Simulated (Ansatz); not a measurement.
# RuS: the cost of one run

Program: Ansatz 0.2.0. Level of theory: DFT PBE+U (U_eff = 8 eV on Ru d), plane waves, PAW. These are calculated values, not measurements.

1 further run of the same task is left out (it didn't finish). Runs told in other sessions of the task aren't counted.

## 1. The starting structure

The structure is cubic, space group Fm-3m (No. 225). Conventional cell: a = 5.094 Å, b = 5.094 Å, c = 5.094 Å, α = 90.00°, β = 90.00°, γ = 90.00°. Ru (site symmetry m-3m) is surrounded by 6 S at 2.55 Å. Around S (site symmetry m-3m) lie 6 Ru at 2.55 Å.

Structure file:

```cif
data_structure
_symmetry_space_group_name_H-M 'P 1'
_symmetry_Int_Tables_number 1
_cell_length_a 3.6017
_cell_length_b 6.2383
_cell_length_c 7.2033
_cell_angle_alpha 30.000
_cell_angle_beta 60.000
_cell_angle_gamma 54.736
_cell_volume 66.07
loop_
_atom_site_label
_atom_site_type_symbol
_atom_site_fract_x
_atom_site_fract_y
_atom_site_fract_z
_atom_site_occupancy
Ru1 Ru 0.50000 0.50000 0.00000 1
S1 S 0.00000 0.00000 0.00000 1
Ru2 Ru 0.50000 0.50000 0.50000 1
S2 S 0.00000 0.00000 0.50000 1
```

Magnetic order typed: antiferromagnetic, doubled cell 0 1/2 1/2.

## 2. From atoms, symmetry kept, no search

Input file input.yaml:

```yaml
crystal:
  lattice:
    - [0.0, 2.54675546, 2.54675546]
    - [5.09351092, 2.54675546, 2.54675546]
    - [5.09351092, 5.09351092, 0.0]
  atoms:
    - { symbol: Ru, position: [0.5, 0.5, 0.0], spin: 4.0 }
    - { symbol: S, position: [0.0, 0.0, 0.0] }
    - { symbol: Ru, position: [0.5, 0.5, 0.5], spin: -4.0 }
    - { symbol: S, position: [0.0, 0.0, 0.5] }
basis:
  ecutwfc: 420
  ecutrho_ratio: 4
kpoints:
  mp_grid: { grid: [6, 6, 6] }
hamiltonian:
  xc: pbe
  hubbard:
    sites: [{ site: 0, l: d, u_eff: 8.0 }, { site: 2, l: d, u_eff: 8.0 }]
scf:
  occupations: { method: gaussian, width: 0.05 }
  lower_state_search: "off"
  max_iter: 150
output:
  forces: true
  stress: true
  eigenvalues: true
  populations: true
  hubbard: { sites: [{ site: 0, l: d }, { site: 2, l: d }] }
magnetization:
  spin_polarized: true
```

Started as:

```console
ansatz run input.yaml --threads 2 --pin off --max-ram 3072MiB --backend cpu --events-out ev --progress --plain --runs-dir out
```

Q: Estimate wall time and peak memory on 2 threads of Intel Xeon Platinum 8488C (Sapphire Rapids), shared host.

About 4.3 s, with a peak of 0.55 GiB.
